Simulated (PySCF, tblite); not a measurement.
**C₄H₈AlF: geometry, infrared bands and NMR shifts**

Aim: predict the infrared bands and NMR shifts of C₄H₈AlF (`F/C=C\C[CH2][AlH2]`).

Computed with tblite 0.8.0 and PySCF 2.14.0, with density-fitted response routines of our own, on a single molecule in the gas phase. Atoms are numbered from 0 throughout.

### 1 The starting structure

14 atoms, charge 0, multiplicity 1; geometry from: force field or distance geometry start.

Bonds of the start (Å): F0–C1 1.37, C1–C2 1.33, C2–C3 1.50, C3–C4 1.54, C4–Al5 2.00, C1–H6 1.08, C2–H7 1.08, C3–H8 1.10, C3–H9 1.11, C4–H10 1.10, C4–H11 1.12, Al5–H12 1.60, Al5–H13 1.60.

### 2 Relaxing the molecule with GFN2-xTB

Job settings and geometry (Å):

```
{"job": {"kind": "relax", "xc": "GFN2-xTB", "basis": "xTB"}, "charge": 0, "multiplicity": 1}
F     -2.010500    -0.390600     1.595500
C     -2.327800    -0.631100     0.284700
C     -1.509400    -0.234900    -0.692300
C     -0.240200     0.526200    -0.448100
C      0.844500    -0.413600     0.112600
Al     2.557600     0.571800     0.400000
H     -3.241600    -1.158900     0.055800
H     -1.807500    -0.418900    -1.718800
H      0.112700     0.955100    -1.398600
H     -0.433200     1.351100     0.276300
H      0.529700    -0.849100     1.075700
H      1.035600    -1.237700    -0.614200
H      2.646500     2.133900     0.084400
H      3.843000    -0.203800     0.964900
```

Run with:

```
$ OMP_NUM_THREADS=1 python probes_run.py task.json out
```

This one command runs all jobs of the session in turn.

**Question.** This job is followed by: GFN2-xTB harmonic vibrations, gas phase; GIAO PBE0/pcSseg-1 NMR shielding, non-relativistic, gas phase. Predict these results of the whole session: strongest single infrared mode (GFN2-xTB); zero-point energy (GFN2-xTB); 13C shifts against TMS (PBE0/pcSseg-1); 1H shifts against TMS (PBE0/pcSseg-1, means over atoms taken as alike); 19F shifts against CFCl3 (PBE0/pcSseg-1); 27Al shifts against AlH4- (PBE0/pcSseg-1).

The runs gave:

```
                                                              quantity                             value
                             strongest single infrared mode (GFN2-xTB)              781 cm⁻¹, 466 km/mol
                                          zero-point energy (GFN2-xTB)                     62.4 kcal/mol
                                13C shifts against TMS (PBE0/pcSseg-1)      155.7, 123.6, 27.3, 18.2 ppm
1H shifts against TMS (PBE0/pcSseg-1, means over atoms taken as alike)  6.79, 5.62, 5.14, 2.58, 0.71 ppm
                              19F shifts against CFCl3 (PBE0/pcSseg-1)                        -132.9 ppm
                             27Al shifts against AlH4- (PBE0/pcSseg-1)                         231.4 ppm
```

The optimisation took 88 steps and gained 0.206 eV; among the close pairs (by a distance rule), Al5–H13 changed most, from 1.604 to 1.547 Å. No mode is imaginary among the 36: a minimum at this level. GFN2-xTB is a fitted tight-binding method: band positions and strengths are rough. Its intensities can rank the bands wrongly. At PBE0/pcSseg-1: The largest span, 210 ppm, is at F0, where the paramagnetic term is -172 ppm.
